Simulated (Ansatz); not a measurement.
# Ni (reference phase): the cost of one run

Computed with Ansatz 0.2.0 (DFT r²SCAN, with the methods named in each step, unless a step's input says otherwise).

## (1) Starting point

The structure is cubic, space group Fm-3m (No. 225). The conventional cell has a = 3.524 Å, b = 3.524 Å, c = 3.524 Å, α = 90.00°, β = 90.00°, γ = 90.00°. Ni (site symmetry m-3m) has 12 Ni at 2.49 Å as nearest neighbours.

Coordinates:

```xyz
1
Lattice="0.0000 1.7619 1.7619 1.7619 0.0000 1.7619 1.7619 1.7619 0.0000" Properties=species:S:1:pos:R:3 pbc="T T T"
Ni    0.0000    0.0000    0.0000
```

## (2) Relaxed, PAW

The input, input.yaml:

```yaml
crystal:
  lattice:
    - [0.0, 1.761935, 1.761935]
    - [1.761935, 0.0, 1.761935]
    - [1.761935, 1.761935, 0.0]
  atoms:
    - { symbol: Ni, position: [0.0, 0.0, 0.0], spin: 1.0 }
magnetization:
  spin_polarized: true
kpoints:
  mp_grid: { grid: [25, 25, 25] }
scf:
  occupations: { method: fermi_dirac, width: 0.05 }
hamiltonian:
  xc: r2scan
  pseudopotentials: { kind: paw }
output:
  forces: true
  stress: true
relax:
  f_tol: 0.003
  max_steps: 80
  cell: {}
```

The run is started by

```bash
$ ansatz run input.yaml --threads 4 --pin off --max-ram 10240MiB --backend cpu --events-out ev --progress --plain --runs-dir out
```

What time and memory should one allow on 4 threads of Arm Neoverse V2, shared host?

About 35 s, with a peak of 0.5 GiB.
